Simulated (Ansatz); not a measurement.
# AlBH4S2: small, medium and large basis sets

Aim: see how fast density functionals converge with the basis set for AlBH4S2.

The runs use Ansatz 0.2.0, Gaussian basis; one geometry, several basis sets.

Plan: PBE0-D4/def2-SVP; ωB97M-V/def2-SVP; PBE0-D4/def2-QZVPP; ωB97M-V/def2-QZVPP; the functionals' def2-TZVPP values are taken from earlier runs.

## 1. Structure used throughout

All runs share one geometry, relaxed beforehand with PBE0-D4 in a triple-zeta def2 set.

SMILES `[AlH2][S]BS`, 8 atoms, charge 0, spin multiplicity 1.

Atoms are counted from 1 here; the program's logs count them from 0.

Bond lengths: Al1–S2 2.190 Å, Al1–H5 1.583 Å, Al1–H6 1.577 Å, S2–B3 1.809 Å, B3–S4 1.780 Å, B3–H7 1.193 Å, S4–H8 1.347 Å. Angles: S2–Al1–H5 121.7°, S2–Al1–H6 115.3°, H5–Al1–H6 123.0°, Al1–S2–B3 108.6°, S2–B3–S4 131.5°, S2–B3–H7 114.9°, S4–B3–H7 113.7°, B3–S4–H8 99.9°.

As a file:

```
Al   -0.77772    1.51646   -0.08716
S     1.24913    0.81071    0.34786
B     1.27203   -0.99342    0.22307
S    -0.01095   -2.16397   -0.16502
H    -1.95015    0.51365   -0.44103
H    -0.97576    3.07926   -0.02166
H     2.33151   -1.49807    0.43778
H    -1.04599   -1.32183   -0.34965
```

## 2. PBE0-D4 in def2-SVP

in.yaml reads:

```yaml
crystal:
  periodic: [false, false, false]
  atoms:
    - {symbol: Al, position_ang: [-0.777723, 1.516463, -0.087159]}
    - {symbol: S, position_ang: [1.249129, 0.810710, 0.347856]}
    - {symbol: B, position_ang: [1.272028, -0.993416, 0.223067]}
    - {symbol: S, position_ang: [-0.010954, -2.163968, -0.165017]}
    - {symbol: H, position_ang: [-1.950147, 0.513653, -0.441027]}
    - {symbol: H, position_ang: [-0.975758, 3.079259, -0.021657]}
    - {symbol: H, position_ang: [2.331514, -1.498073, 0.437785]}
    - {symbol: H, position_ang: [-1.045988, -1.321829, -0.349648]}
basis:
  gaussian: {orbitals: def2-SVP}
hamiltonian: {xc: pbe0, dispersion: d4}
output: {orbitals: {seedname: orbitals}}
```

Launch:

```console
$ ansatz run in.yaml --threads 2 --pin off --events-out ev --progress --plain --max-ram 4352MiB
```

The program printed:

```text
Functional definition: PBE0
  name "PBE0"
  cite "Adamo & Barone, J. Chem. Phys. 110, 6158 (1999) doi:10.1063/1.478522"
  cite "Perdew, Burke & Ernzerhof, Phys. Rev. Lett. 77, 3865 (1996) doi:10.1103/PhysRevLett.77.3865"
  parent pbe
  parameter a = 0.25
  parameter kappa = 0.804
  parameter beta = 0.06672455060314922
  exchange = (1 - a)*pbe_x(kappa = kappa, mu = beta*pi^2/3) + a*exact_x
  correlation = pbe_c(beta = beta)
829 factors; integrals over basis functions are off by at most 1.4e-3 eV
mean field evaluation 1: about -28988.7774 eV, gradient 1.9e1 eV
mean field evaluation 2: about -28988.5560 eV, gradient 2.0e1 eV
mean field evaluation 4: about -28989.9795 eV, gradient 7.7e-1 eV
mean field evaluation 8: about -28990.0599 eV, gradient 9.3e-2 eV
mean field evaluation 16: about -28990.0599 eV, gradient 2.4e-5 eV
mean field -28990.05988757 eV, -1065.3650506997 hartree, gradient 2.4e-5 eV, S^2 0.000000; 0 other end points of the search recorded, 0 dependent functions left out
reference -28990.05991555 eV, -1065.3650517279 hartree; 27, 27 occupied and 61, 61 virtual orbitals, 829 factors
Total energy: -28990.24753822 eV, -1065.3719467340 hartree
```

Wall time 1.5 s (2 threads of Arm Neoverse V1, shared host).

## 3. ωB97M-V in def2-SVP

Edit in.yaml of step 2 so:

```diff
@@ -13,3 +13,3 @@
   gaussian: {orbitals: def2-SVP}
-hamiltonian: {xc: pbe0, dispersion: d4}
+hamiltonian: {xc: {name: wB97M-V}}
 output: {orbitals: {seedname: orbitals}}
```

The command is unchanged.

The program printed, shortened:

```text
Functional definition: wB97M-V
  name "wB97M-V"
  cite "Mardirossian & Head-Gordon, J. Chem. Phys. 144, 214110 (2016) doi:10.1063/1.4952647"
  cite "Becke, J. Chem. Phys. 107, 8554 (1997) doi:10.1063/1.475007"
  cite "Vydrov & Van Voorhis, J. Chem. Phys. 133, 244103 (2010) doi:10.1063/1.3521275"
  # Of w^i u^j: cxij and so on, Table III.
[...]
  gx(w, u) = 1 - cx + cx01*u + cx10*w
  gss(w, u) = css00 + css04*u^4 + css10*w + css20*w^2 + css43*w^4*u^3
  gos(w, u) = cos00 + cos10*w + (cos20 + cos21*u)*w^2 + (cos60 + cos61*u)*w^6
[...]
      + integral(e_c_pw_mod_opposite_spin*gos(b97_w_opposite, b97_u_opposite)) + vv10(b, c)
829 factors; integrals over basis functions are off by at most 1.4e-3 eV
292 factors; integrals over basis functions are off by at most 1.4e-5 eV
[...]
mean field -28999.59817992 eV, -1065.7155764785 hartree, gradient 8.2e-5 eV, S^2 0.000000; 0 other end points of the search recorded, 0 dependent functions left out
reference -28999.59822618 eV, -1065.7155781785 hartree; 27, 27 occupied and 61, 61 virtual orbitals, 829 factors
Total energy: -28999.59822618 eV, -1065.7155781785 hartree
```

Wall time 7.5 s (2 threads of Arm Neoverse V1, shared host); peak memory 0.26 GiB.

## 4. PBE0-D4 in def2-QZVPP

Edit in.yaml of step 3 so:

```diff
@@ -12,4 +12,4 @@
 basis:
-  gaussian: {orbitals: def2-SVP}
-hamiltonian: {xc: {name: wB97M-V}}
+  gaussian: {orbitals: "def2-QZVPP.json"}
+hamiltonian: {xc: pbe0, dispersion: d4}
 output: {orbitals: {seedname: orbitals}}
```

The command is unchanged.

The program printed:

```text
Functional definition: PBE0
  name "PBE0"
  cite "Adamo & Barone, J. Chem. Phys. 110, 6158 (1999) doi:10.1063/1.478522"
  cite "Perdew, Burke & Ernzerhof, Phys. Rev. Lett. 77, 3865 (1996) doi:10.1103/PhysRevLett.77.3865"
  parent pbe
  parameter a = 0.25
  parameter kappa = 0.804
  parameter beta = 0.06672455060314922
  exchange = (1 - a)*pbe_x(kappa = kappa, mu = beta*pi^2/3) + a*exact_x
  correlation = pbe_c(beta = beta)
1602 factors; their error is unknown
mean field evaluation 1: about -28999.3004 eV, gradient 2.7e1 eV
mean field evaluation 2: about -28998.3856 eV, gradient 3.3e1 eV
mean field evaluation 4: about -29001.4507 eV, gradient 1.5e0 eV
mean field evaluation 8: about -29001.4526 eV, gradient 6.0e-2 eV
mean field evaluation 16: about -29001.4813 eV, gradient 4.6e-5 eV
mean field -29001.48127536 eV, -1065.7847789593 hartree, gradient 4.6e-5 eV, S^2 0.000000; 0 other end points of the search recorded, 0 dependent functions left out
reference -29001.48131546 eV, -1065.7847804329 hartree; 27, 27 occupied and 360, 360 virtual orbitals, 1602 factors
Total energy: -29001.66893813 eV, -1065.7916754390 hartree
```

It took 13 s on 2 threads of Arm Neoverse V1, shared host; peak memory 1.1 GiB.

## 5. ωB97M-V in def2-QZVPP

Edit in.yaml of step 4 so:

```diff
@@ -13,3 +13,3 @@
   gaussian: {orbitals: "def2-QZVPP.json"}
-hamiltonian: {xc: pbe0, dispersion: d4}
+hamiltonian: {xc: {name: wB97M-V}}
 output: {orbitals: {seedname: orbitals}}
```

Launched as before.

The program printed, shortened:

```text
Functional definition: wB97M-V
  name "wB97M-V"
  cite "Mardirossian & Head-Gordon, J. Chem. Phys. 144, 214110 (2016) doi:10.1063/1.4952647"
  cite "Becke, J. Chem. Phys. 107, 8554 (1997) doi:10.1063/1.475007"
  cite "Vydrov & Van Voorhis, J. Chem. Phys. 133, 244103 (2010) doi:10.1063/1.3521275"
  # Of w^i u^j: cxij and so on, Table III.
[...]
  gx(w, u) = 1 - cx + cx01*u + cx10*w
  gss(w, u) = css00 + css04*u^4 + css10*w + css20*w^2 + css43*w^4*u^3
  gos(w, u) = cos00 + cos10*w + (cos20 + cos21*u)*w^2 + (cos60 + cos61*u)*w^6
[...]
      + integral(e_c_pw_mod_opposite_spin*gos(b97_w_opposite, b97_u_opposite)) + vv10(b, c)
1503 factors; their error is unknown
357 factors; integrals over basis functions are off by at most 1.1e-5 eV
[...]
mean field -29010.97528846 eV, -1066.1336775055 hartree, gradient 2.8e-5 eV, S^2 0.000000; 0 other end points of the search recorded, 0 dependent functions left out
reference -29010.97535438 eV, -1066.1336799281 hartree; 27, 27 occupied and 360, 360 virtual orbitals, 1503 factors
Total energy: -29010.97535438 eV, -1066.1336799281 hartree
```

It took 31 s on 2 threads of Arm Neoverse V1, shared host; peak memory 1.4 GiB.

## 6. Density functionals: the series

The def2-TZVPP values come from earlier runs at the same geometry.

| functional | basis | functions | energy (eV) | from the largest (eV) | HOMO (eV) | LUMO (eV) |
| --- | --- | --- | --- | --- | --- | --- |
| PBE0-D4 | def2-SVP | 88 | -28990.2475 | 11.421 | -7.67 | -2.00 |
| PBE0-D4 | def2-TZVPP | 213 | -29000.7718 | 0.897 | -7.72 | -2.02 |
| PBE0-D4 | def2-QZVPP | 387 | -29001.6689 | 0.000 | -7.73 | -2.05 |
| ωB97M-V | def2-SVP | 88 | -28999.5982 | 11.377 | -9.69 | -0.23 |
| ωB97M-V | def2-TZVPP | 213 | -29010.1199 | 0.855 | -9.79 | -0.33 |
| ωB97M-V | def2-QZVPP | 387 | -29010.9754 | 0.000 | -9.81 | -0.43 |

## 7. Results

```
                                       quantity           value
PBE0-D4: double and triple zeta above quadruple  11.42, 0.90 eV
ωB97M-V: double and triple zeta above quadruple  11.38, 0.86 eV
```

For PBE0-D4 the step from double to triple zeta gains 10.52 eV and the next only 0.90 eV. These are total energies; as a rule much of such shifts cancels in differences, which this series doesn't test.

For PBE0-D4 the largest set took about 8 times as long as the smallest (13 s against 1.5 s).
